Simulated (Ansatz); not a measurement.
# CH4FGaN2O: the cost of one run

Program: Ansatz 0.2.0. Level of theory: RKS BHLYP/def2-SVP. These are calculated values, not measurements.

### 1 The starting structure

Bond lengths: N1–C2 1.489 Å, C2–F3 1.406 Å, C2–N4 1.432 Å, N4–Ga5 2.166 Å, C2–O6 1.401 Å, Ga5–O6 2.171 Å, N1–H7 1.007 Å, N1–H8 1.053 Å, N4–H9 1.107 Å, Ga5–H10 1.561 Å. Angles (14 of 16 angles, heavy atoms first): N1–C2–F3 110.5°, N1–C2–N4 113.2°, N1–C2–O6 107.7°, F3–C2–N4 110.0°, F3–C2–O6 109.9°, N4–C2–O6 105.4°, C2–N4–Ga5 73.0°, N4–Ga5–O6 62.6°, C2–O6–Ga5 73.3°, C2–N1–H7 108.1°, C2–N1–H8 102.6°, C2–N4–H9 107.7°, Ga5–N4–H9 116.9°, N4–Ga5–H10 88.8°.

As a file:

```xyz
10

N    -0.0803   -1.6099    0.6420
C     0.2674   -0.2777    0.0750
F    -0.1054   -0.2062   -1.2789
N    -0.3121    0.8121    0.8012
Ga    0.8945    1.6747   -0.7767
O     1.6529   -0.1106    0.1976
H     0.3882   -2.3135    0.0953
H    -1.1134   -1.6782    0.4491
H    -1.4062    0.7841    0.6355
H    -0.1025    2.8740   -0.8373
```

### 2 End point A

The input, input.yaml:

```yaml
crystal:
  periodic: [false, false, false]
  atoms:
    - { symbol: "N", position_ang: [-0.0803, -1.6099, 0.642] }
    - { symbol: C, position_ang: [0.2674, -0.2777, 0.075] }
    - { symbol: F, position_ang: [-0.1054, -0.2062, -1.2789] }
    - { symbol: "N", position_ang: [-0.3121, 0.8121, 0.8012] }
    - { symbol: Ga, position_ang: [0.8945, 1.6747, -0.7767] }
    - { symbol: O, position_ang: [1.6529, -0.1106, 0.1976] }
    - { symbol: H, position_ang: [0.3882, -2.3135, 0.0953] }
    - { symbol: H, position_ang: [-1.1134, -1.6782, 0.4491] }
    - { symbol: H, position_ang: [-1.4062, 0.7841, 0.6355] }
    - { symbol: H, position_ang: [-0.1025, 2.874, -0.8373] }
basis:
  gaussian: { orbitals: def2-SVP }
hamiltonian:
  xc: { name: BHLYP }
relax:
  f_tol: 0.015
  max_steps: 40
```

Command:

```sh
$ ansatz run input.yaml --threads 2 --pin off --max-ram 3072MiB --backend cpu --events-out ev --progress --plain --runs-dir out
```

What time and memory should one allow on 2 threads of Arm Neoverse V2, shared host?

About 1.8 min, with a peak of 0.32 GiB.
